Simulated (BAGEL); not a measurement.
**CH5ClOSi (SMILES CO[SiH2]Cl) at B3LYP/6-31G(d) (density fitting with qzvpp-jkfit, spherical functions)**

What is the energy change on altering one bond length of CH5ClOSi at B3LYP/6-31G* (density fitting with qzvpp-jkfit, spherical functions)? 

The results are computed with BAGEL 1.2.2.

4 further runs of the same task are left out: 3 that didn't finish, 1 set aside as unsound or not needed.

**1. The molecule**

The species is CH5ClOSi (9 atoms), meant as a singlet with charge 0. As SMILES, `CO[SiH2]Cl`. Geometry: relaxed at PBE0-D4/def2-TZVP. This is one conformer, not always the lowest.

Bond lengths: C1–O2 1.412 Å, O2–Si3 1.626 Å, Si3–Cl4 2.057 Å, C1–H5 1.090 Å, C1–H6 1.094 Å, C1–H7 1.096 Å, Si3–H8 1.474 Å, Si3–H9 1.483 Å. Some angles: C1–O2–Si3 124.4°, O2–Si3–Cl4 111.0°, O2–C1–H5 108.0°, O2–C1–H6 110.9°, O2–C1–H7 111.5°, O2–Si3–H8 106.8°, O2–Si3–H9 111.2°, Cl4–Si3–H8 108.7°, Cl4–Si3–H9 106.0°, H5–C1–H6 108.9°.

**2. The energy at B3LYP/6-31G(d) (density fitting with qzvpp-jkfit, spherical functions)**

job.json

```json
{ "bagel" : [

{
  "title" : "molecule",
  "basis" : "6-31gs.json",
  "df_basis" : "qzvpp-jkfit",
  "angstrom" : true,
  "geometry" : [
    { "atom" : "C", "xyz" : [      -0.841000,       0.987400,       0.447000 ] },
    { "atom" : "O", "xyz" : [       0.418200,       0.685500,      -0.117200 ] },
    { "atom" : "Si", "xyz" : [       0.891200,      -0.804900,      -0.562600 ] },
    { "atom" : "Cl", "xyz" : [       0.958100,      -2.072600,       1.056300 ] },
    { "atom" : "H", "xyz" : [      -0.939900,       2.072400,       0.489700 ] },
    { "atom" : "H", "xyz" : [      -0.920800,       0.584000,       1.460600 ] },
    { "atom" : "H", "xyz" : [      -1.659100,       0.583600,      -0.159700 ] },
    { "atom" : "H", "xyz" : [       2.251500,      -0.671700,      -1.115300 ] },
    { "atom" : "H", "xyz" : [      -0.069600,      -1.410100,      -1.515800 ] }
  ]
},

{
  "title" : "ks",
  "xc_func" : "b3lyp"
},

{
  "title" : "print",
  "file" : "orbitals.molden",
  "orbitals" : true
}

]}
```

The basis set 6-31G* is read from a file made from the Basis Set Exchange's data (not shown).

Command:

```bash
$ BAGEL_NUM_THREADS=1 BAGEL job.json > job.out
```

The log of the run:

```text
* using 1 threads per process

  ===============================================================
  ===============================================================

  *** Geometry ***

  { "atom" : "C", "xyz" : [     -1.589260,      1.865916,      0.844708 ] },
  { "atom" : "O", "xyz" : [      0.790283,      1.295407,     -0.221476 ] },
  { "atom" : "Si", "xyz" : [      1.684124,     -1.521041,     -1.063160 ] },
  { "atom" : "Cl", "xyz" : [      1.810547,     -3.916646,      1.996118 ] },
  { "atom" : "H", "xyz" : [     -1.776154,      3.916268,      0.925399 ] },
  { "atom" : "H", "xyz" : [     -1.740060,      1.103600,      2.760134 ] },
  { "atom" : "H", "xyz" : [     -3.135245,      1.102844,     -0.301789 ] },
  { "atom" : "H", "xyz" : [      4.254718,     -1.269329,     -2.107612 ] },
  { "atom" : "H", "xyz" : [     -0.131525,     -2.664703,     -2.864447 ] },

  Number of auxiliary basis functions:      498

  Since a DF basis is specified, we compute 2- and 3-index integrals:
    o Being stored without compression. Storage requirement is 0.022 GB

  Number of basis functions:       74
  Number of electrons      :       50

    * METHOD: MOLECULE                             0.24

  *** Kohn-Sham DFT ***

    * Removing 16670 points whose weight is below 1.00e-10
    * Grid points: 117484

  === Nuclear Repulsion ===
   223.0948276538

       - DIIS with orbital gradients will be used.

  === KS iteration (b3lyp / 6-31gs.json) ===
      0       -829.47725462          0.13199618           0.39
      1       -783.89508521          0.20719250           0.37
      2       -774.39070100          0.18696882           0.37
      3       -835.37842983          0.18740274           0.37
      4       -863.48502305          0.04880884           0.37
      5       -865.31699149          0.03923356           0.37
      6       -866.05993029          0.00784949           0.37
      7       -866.08173958          0.00543182           0.37
      8       -866.09595676          0.00096974           0.37
      9       -866.09663461          0.00033190           0.37
     10       -866.09668513          0.00005053           0.37
     11       -866.09668689          0.00001165           0.37
     12       -866.09668697          0.00000650           0.37
     13       -866.09668699          0.00000070           0.37
     14       -866.09668699          0.00000019           0.36
     15       -866.09668699          0.00000009           0.37
     16       -866.09668699          0.00000002           0.37
     17       -866.09668699          0.00000001           0.37
    * SCF iteration converged.

    * Permanent dipole moment:
           (    0.522244,    -0.380146,     0.313320) a.u.

    * METHOD: KS                                   7.27

    * METHOD: PRINT                                0.01

  ===============================================================
```

Run time: 7.8 s. Hardware: 1 thread of Intel Xeon Platinum 8488C (Sapphire Rapids), shared host; peak memory 0.44 GiB.

**3. The distorted shape at the same level**

input.json

```json
{ "bagel" : [

{
  "title" : "molecule",
  "basis" : "6-31gs.json",
  "df_basis" : "qzvpp-jkfit",
  "angstrom" : true,
  "geometry" : [
    { "atom" : "C", "xyz" : [      -0.791550,       0.444902,       0.425650 ] },
    { "atom" : "O", "xyz" : [       0.467650,       0.143002,      -0.138550 ] },
    { "atom" : "Si", "xyz" : [       0.940650,      -1.347398,      -0.583950 ] },
    { "atom" : "Cl", "xyz" : [       1.007550,      -2.615098,       1.034950 ] },
    { "atom" : "H", "xyz" : [      -0.939900,       2.072400,       0.489700 ] },
    { "atom" : "H", "xyz" : [      -0.871350,       0.041502,       1.439250 ] },
    { "atom" : "H", "xyz" : [      -1.609650,       0.041102,      -0.181050 ] },
    { "atom" : "H", "xyz" : [       2.300950,      -1.214198,      -1.136650 ] },
    { "atom" : "H", "xyz" : [      -0.020150,      -1.952598,      -1.537150 ] }
  ]
},

{ "title" : "ks", "xc_func" : "b3lyp" },

{ "title" : "print", "file" : "orbitals.molden", "orbitals" : true }

]}
```

The basis set 6-31G* is read from a file made from the Basis Set Exchange's data (not shown).

Command:

```bash
$ BAGEL_NUM_THREADS=1 BAGEL input.json > input.out
```

The log of the run:

```text
* using 1 threads per process

  ===============================================================
  ===============================================================

  *** Geometry ***

  { "atom" : "C", "xyz" : [     -1.495813,      0.840743,      0.804362 ] },
  { "atom" : "O", "xyz" : [      0.883730,      0.270235,     -0.261822 ] },
  { "atom" : "Si", "xyz" : [      1.777571,     -2.546213,     -1.103506 ] },
  { "atom" : "Cl", "xyz" : [      1.903994,     -4.941819,      1.955772 ] },
  { "atom" : "H", "xyz" : [     -1.776154,      3.916268,      0.925399 ] },
  { "atom" : "H", "xyz" : [     -1.646613,      0.078427,      2.719788 ] },
  { "atom" : "H", "xyz" : [     -3.041798,      0.077672,     -0.342135 ] },
  { "atom" : "H", "xyz" : [      4.348165,     -2.294502,     -2.147957 ] },
  { "atom" : "H", "xyz" : [     -0.038078,     -3.689875,     -2.904793 ] },

  Number of auxiliary basis functions:      498

  Since a DF basis is specified, we compute 2- and 3-index integrals:
    o Being stored without compression. Storage requirement is 0.022 GB

  Number of basis functions:       74
  Number of electrons      :       50

    * METHOD: MOLECULE                             0.24

  *** Kohn-Sham DFT ***

    * Removing 16019 points whose weight is below 1.00e-10
    * Grid points: 118135

  === Nuclear Repulsion ===
   221.1687558866

       - DIIS with orbital gradients will be used.

  === KS iteration (b3lyp / 6-31gs.json) ===
      0       -829.99524429          0.13148206           0.40
      1       -787.90511558          0.23440780           0.38
      2       -817.73615789          0.18427589           0.38
      3       -838.27148525          0.15917364           0.40
      4       -860.36761446          0.09625937           0.38
      5       -860.70437404          0.08992491           0.38
      6       -865.93134489          0.01416490           0.38
      7       -866.00071898          0.00766404           0.38
      8       -866.01994734          0.00266482           0.39
      9       -866.02292589          0.00056928           0.38
     10       -866.02307907          0.00015380           0.38
     11       -866.02309418          0.00004233           0.38
     12       -866.02309581          0.00000797           0.39
     13       -866.02309584          0.00000306           0.38
     14       -866.02309585          0.00000176           0.37
     15       -866.02309585          0.00000030           0.37
     16       -866.02309585          0.00000006           0.37
     17       -866.02309585          0.00000002           0.37
     18       -866.02309585          0.00000001           0.37
    * SCF iteration converged.

    * Permanent dipole moment:
           (    0.423745,    -0.084164,     0.355077) a.u.

    * METHOD: KS                                   7.79

    * METHOD: PRINT                                0.01

  ===============================================================
```

Wall time 8.4 s (1 thread of Intel Xeon Platinum 8488C (Sapphire Rapids), shared host); peak memory 0.44 GiB.

**4. Summary of results**

Level: B3LYP/6-31G* (density fitting with qzvpp-jkfit, spherical functions).

```
                                                         quantity          value
                                        first shape: total energy  -866.09669 Eh
                                       first shape: dipole moment         1.82 D
                                         first shape: HOMO energy       -8.27 eV
                                         first shape: LUMO energy        0.64 eV
                                       first shape: HOMO–LUMO gap        8.91 eV
                                    distorted shape: total energy  -866.02310 Eh
                                   distorted shape: dipole moment         1.42 D
                                     distorted shape: HOMO energy       -8.19 eV
                                     distorted shape: LUMO energy       -0.34 eV
                                   distorted shape: HOMO–LUMO gap        7.85 eV
energy change with the C1–H5 bond stretched from 1.090 to 1.635 Å       2.003 eV
```

In words: With the C1–H5 bond stretched from 1.090 to 1.635 Å the energy rises by 2.00 eV (193 kJ/mol). The first shape isn't relaxed at this level, so the change isn't measured from a minimum.
